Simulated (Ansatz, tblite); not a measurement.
**B(THF)H3 (C4H11BO): one state, many levels**

How do method and basis change the picture of B(THF)H3 (C4H11BO) (singlet)?

Program: Ansatz 0.2.0, Gaussian basis. Level of theory: as each input shows. These are calculated values, not measurements.

Levels to be run: GFN1-xTB, GFN2-xTB, PBE-D4/def2-TZVP, r2SCAN-D4/def2-TZVP, LC-ωPBE/def2-TZVP, BLYP-D4/def2-TZVP, r2SCAN0-D4/def2-TZVP, PBE-D4/def2-SVP, PBE0-D4/def2-SVP, HF/6-31G, B3LYP-D4/6-31G, PBE0-D4/def2-TZVPD, PBE-D4/def2-TZVPD, LC-ωPBE/def2-TZVPD, CCSD(T)/def2-SVP, MP2/def2-TZVP, RPA/def2-TZVP.

2 further runs of the same task are left out: 2 set aside as unsound or not needed.

### 1 The structure

The geometry is that of the singlet, from an earlier relaxation (PBE-D4/def2-SVP).

17 atoms, charge 0, spin multiplicity 1.

Bond lengths: B1–O2 1.627 Å, B1–H15 1.228 Å, B1–H16 1.228 Å, B1–H17 1.237 Å, O2–C3 1.455 Å, O2–C6 1.465 Å, C3–C4 1.520 Å, C3–H7 1.106 Å, C3–H8 1.112 Å, C4–C5 1.538 Å, C4–H9 1.107 Å, C4–H10 1.110 Å, C5–C6 1.531 Å, C5–H11 1.109 Å, C5–H12 1.107 Å, C6–H13 1.107 Å, C6–H14 1.109 Å. Angles: O2–B1–H15 103.7°, O2–B1–H16 103.8°, O2–B1–H17 104.6°, H15–B1–H16 114.4°, H15–B1–H17 114.3°, H16–B1–H17 114.3°, B1–O2–C3 117.3°, B1–O2–C6 117.1°, C3–O2–C6 110.3°, O2–C3–C4 103.3°, O2–C3–H7 106.8°, O2–C3–H8 108.4°, C4–C3–H7 115.8°, C4–C3–H8 112.7°, H7–C3–H8 109.2°, C3–C4–C5 101.7°, C3–C4–H9 112.4°, C3–C4–H10 110.5° and more.

PBE0-D4/def2-TZVP was run before; its log isn't repeated, and its numbers join the tables.

### 2 GFN1-xTB

Tight binding, by tblite at 300 K electronic temperature and without a spin-polarisation term:

```python
tblite.interface.Calculator('GFN1-xTB', numbers, positions, charge=0, uhf=0).singlepoint()
```

Energy -556.4543 eV, HOMO -10.64 eV, LUMO -3.85 eV; 0.011 s.

### 3 GFN2-xTB

Tight binding, by tblite at 300 K electronic temperature and without a spin-polarisation term:

```python
tblite.interface.Calculator('GFN2-xTB', numbers, positions, charge=0, uhf=0).singlepoint()
```

Energy -529.8114 eV, HOMO -9.94 eV, LUMO -2.23 eV; 0.006 s.

### 4 PBE-D4/def2-TZVP

start.molden holds the orbitals of an earlier run on this state, given as this run's starting guess.

Contents of in.yaml:

```yaml
crystal:
  periodic: [false, false, false]
  atoms:
    - {symbol: B, position_ang: [0.384705, 0.710509, -2.086535]}
    - {symbol: O, position_ang: [0.299651, 0.553813, -0.469422]}
    - {symbol: C, position_ang: [1.073830, -0.518310, 0.137876]}
    - {symbol: C, position_ang: [0.469659, -0.643837, 1.527303]}
    - {symbol: C, position_ang: [-1.026661, -0.439697, 1.235677]}
    - {symbol: C, position_ang: [-1.030595, 0.629592, 0.140470]}
    - {symbol: H, position_ang: [2.134455, -0.208260, 0.100998]}
    - {symbol: H, position_ang: [0.939928, -1.437497, -0.473809]}
    - {symbol: H, position_ang: [0.692447, -1.621309, 1.996867]}
    - {symbol: H, position_ang: [0.858190, 0.154475, 2.193189]}
    - {symbol: H, position_ang: [-1.469953, -1.382073, 0.853367]}
    - {symbol: H, position_ang: [-1.607739, -0.130767, 2.126056]}
    - {symbol: H, position_ang: [-1.776835, 0.455210, -0.658644]}
    - {symbol: H, position_ang: [-1.142312, 1.662847, 0.526507]}
    - {symbol: H, position_ang: [1.591726, 0.724597, -2.314405]}
    - {symbol: H, position_ang: [-0.186549, 1.774791, -2.308590]}
    - {symbol: H, position_ang: [-0.203938, -0.284094, -2.526898]}
basis:
  gaussian: {orbitals: def2-TZVP, initial_orbitals: start.molden}
hamiltonian: {xc: pbe, dispersion: d4}
scf: {omitted_lower_state_checks: [starts]}
output: {orbitals: {seedname: orbitals}}
```

Run with:

```sh
$ ansatz run in.yaml --threads 2 --pin off --events-out ev --progress --plain --max-ram 32768MiB --backend cpu
```

After this run come: r2SCAN-D4/def2-TZVP; LC-ωPBE/def2-TZVP; BLYP-D4/def2-TZVP; r2SCAN0-D4/def2-TZVP; PBE-D4/def2-SVP; PBE0-D4/def2-SVP; HF/6-31G; B3LYP-D4/6-31G; PBE0-D4/def2-TZVPD; PBE-D4/def2-TZVPD; LC-ωPBE/def2-TZVPD; CCSD(T)/def2-SVP; MP2/def2-TZVP; RPA/def2-TZVP.

Q: Predict the results of all the runs planned. Wanted: gap in def2-TZVP, named functionals, smallest and largest; correlation energy, CCSD(T)/def2-SVP; correlation energy, MP2/def2-TZVP; binding an atom, CCSD(T)/def2-SVP; PBE0 total energy, smallest basis above largest.

**Answer**, as computed:

```
                                                 quantity                                  value
gap in def2-TZVP, named functionals, smallest and largest  5.80 eV (BLYP-D4), 12.95 eV (LC-ωPBE)
                     correlation energy, CCSD(T)/def2-SVP                              -26.04 eV
                        correlation energy, MP2/def2-TZVP                              -27.87 eV
                        binding an atom, CCSD(T)/def2-SVP                               3.846 eV
          PBE0 total energy, smallest basis above largest         7.66 eV (def2-SVP, def2-TZVPD)
```

What this shows: Over the named functionals in def2-TZVP the gap runs from 5.80 eV (BLYP-D4) to 12.95 eV (LC-ωPBE); exact exchange widens it. A small miss in a minimal or small basis is a cancelling of errors, not accuracy. The functionals in def2-TZVP miss CCSD(T)/def2-SVP by +0.115 (r2SCAN0-D4) to +0.222 eV (PBE-D4) an atom. The yardstick is in a double-zeta basis, so levels in larger sets aren't compared like for like. CCSD(T)/def2-SVP isn't at the basis-set limit; small misses against it rank nothing.
